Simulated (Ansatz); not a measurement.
I need harmonic frequencies at the relaxed geometry of AlCl₂HO, SMILES [OH][Al]([Cl])[Cl]. Use Ansatz 0.2.0, Python API. Use (for the species named): PBE0, cc-pVDZ basis, multiplicity 1.

| atom | x (Å) | y (Å) | z (Å) |
| --- | --- | --- | --- |
| O | -0.1954 | 1.3960 | 0.3520 |
| Al | -0.1352 | -0.3738 | 0.0748 |
| Cl | 1.1911 | -1.5867 | 1.3140 |
| Cl | -1.2639 | -1.3227 | -1.5106 |
| H | 0.4533 | 1.8135 | -0.2716 |

`alcl2ho.py`:
```python
import itertools

import ansatz as az
from ase.data import atomic_numbers, covalent_radii
import numpy as np

geometry_ang = [
    ("O", (-0.1954, 1.396, 0.352)),
    ("Al", (-0.1352, -0.3738, 0.0748)),
    ("Cl", (1.1911, -1.5867, 1.314)),
    ("Cl", (-1.2639, -1.3227, -1.5106)),
    ("H", (0.4533, 1.8135, -0.2716)),
]
alcl2ho = az.Crystal.molecule()
for symbol, xyz in geometry_ang:
    alcl2ho = alcl2ho.atom(symbol, xyz)

calculation = alcl2ho.calculation().basis(gaussian="cc-pVDZ").functional("pbe0")
symbols = [site.symbol for site in alcl2ho.cartesian_sites]
start = np.array([site.position_ang for site in alcl2ho.cartesian_sites], dtype=float)
report = calculation.relax(force_tolerance=0.003).run().report
end = np.array(report["positions_ang"])

radius = [covalent_radii[atomic_numbers[s]] for s in symbols]
span = lambda where, i, j: np.linalg.norm(where[i] - where[j])
bonded = [(i, j) for i, j in itertools.combinations(range(len(symbols)), 2) if min(span(start, i, j), span(end, i, j)) < 1.2 * (radius[i] + radius[j])]
print("pair        before    after (A)")
for i, j in bonded:
    print(f"{symbols[i]}{i}-{symbols[j]}{j}".ljust(10), f"{span(start, i, j):8.4f} {span(end, i, j):8.4f}")
for first, second in list(itertools.combinations(bonded, 2)):
    shared = set(first) & set(second)
    if shared and symbols[(j := shared.pop())] != "H":
        i, k = sorted((set(first) | set(second)) - {j})
        u, v = end[i] - end[j], end[k] - end[j]
        angle = np.degrees(np.arccos(np.clip(u @ v / np.linalg.norm(u) / np.linalg.norm(v), -1, 1)))
        print(f"final angle {symbols[i]}{i}-{symbols[j]}{j}-{symbols[k]}{k}: {angle:.2f} deg")

minimum = az.Crystal.molecule()
for symbol, place in zip(symbols, end):
    minimum = minimum.atom(symbol, place.tolist())
vibrating = minimum.calculation()
vibrating = vibrating.basis(gaussian="cc-pVDZ").functional("pbe0")
vibrating = vibrating.phonons(temperatures=(100, 500, 100))
vib = vibrating.run().report["vibrations"]
sums = vib["harmonic_sums"]
modes = [m["omega_inv_cm"] for m in sums["modes_at_gamma"] if m["rigid_motion"] == "no"]
print("frequencies (1/cm):", " ".join(f"{w:.0f}" for w in modes))
print("imaginary modes:", sum(w < 0 for w in modes), " zero-point energy:", round(sums["zero_point_energy_ev"], 4), "eV")
print("T (K)   F_vib (eV)   S_vib (meV/K)   C_vib (meV/K)")
for row in zip(sums["temperatures_k"], sums["vibrational_free_energy_ev"], vib["entropy_ev_per_k"], vib["heat_capacity_ev_per_k"]):
    print(f"{row[0]:6.1f} {row[1]:11.4f} {1000 * row[2]:13.4f} {1000 * row[3]:15.4f}")

heavier = vibrating.phonons(masses={"H": 2.014102}).run().report["vibrations"]["harmonic_sums"]
print("deuterated (1/cm):", " ".join(f"{m['omega_inv_cm']:.0f}" for m in heavier["modes_at_gamma"] if m["rigid_motion"] == "no"))
print("zero-point energy falls by", round(sums["zero_point_energy_ev"] - heavier["zero_point_energy_ev"], 4), "eV")
```

```console
$ python alcl2ho.py
pair        before    after (A)
O0-Al1       1.7924   1.7124
O0-H4        0.9920   0.9630
Al1-Cl2      2.1831   2.0986
Al1-Cl3      2.1651   2.1084
final angle Al1-O0-H4: 120.26 deg
final angle O0-Al1-Cl2: 118.44 deg
final angle O0-Al1-Cl3: 121.84 deg
final angle Cl2-Al1-Cl3: 119.72 deg
frequencies (1/cm): 146 186 228 358 426 591 686 892 3912
imaginary modes: 0  zero-point energy: 0.4603 eV
T (K)   F_vib (eV)   S_vib (meV/K)   C_vib (meV/K)
 100.0      0.4581        0.0788          0.1694
 200.0      0.4413        0.2592          0.3588
 300.0      0.4067        0.4290          0.4767
 400.0      0.3562        0.5766          0.5470
 500.0      0.2921        0.7036          0.5896
deuterated (1/cm): 145 176 221 270 424 498 625 872 2849
zero-point energy falls by 0.0834 eV
```

The frequencies are harmonic and unscaled, in a modest basis. The result belongs to the one conformer reached from this start, and soft torsions count as harmonic oscillators. It ran for 2.5 min on 1 thread of Arm Neoverse V1, with other jobs on the host, peak memory 0.23 GiB.

(Lines on the test bed's own set-up are left out of the output.)
